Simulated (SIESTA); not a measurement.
The system is SnSe.

```xyz
2
Lattice="0.0000 3.0100 3.0100 3.0100 0.0000 3.0100 3.0100 3.0100 0.0000" Properties=species:S:1:pos:R:3 pbc="T T T"
Sn    0.0000    0.0000    0.0000
Se    3.0100    3.0100    3.0100
```

Measurements of this composition are mostly on another form, of space group No. 62.

Base run:

```yaml
Program: SIESTA 5.4.2
Functional: PBEsol
Potentials_or_basis: PseudoDojo 0.4 standard (PBEsol files)
Basis: DZP (energy shift 0.002 Ry)
Grid_cutoff: 500 Ry
Energy_shift: 0.002 Ry
k_mesh: 8 × 8 × 8
Occupations: fermi-dirac, width 0.05 eV
Spin: no spin polarisation
```

Its results: pressure 0.6 GPa.

Task: The run is repeated on the same cell with these changes: basis from DZP (energy shift 0.002 Ry) to DZP (energy shift 0.003 Ry; two zetas on semicore shells); energy shift from 0.002 Ry to 0.003 Ry. What comes out?

Result: Pressure -0.3 GPa.

Caveats: the basis of atomic orbitals isn't converged, which shifts pressures, moduli and gaps; semicore shells carry a single zeta, which can move pressures by several GPa and volumes by a few percent (some runs).

Not every run made on this cell is shown here.
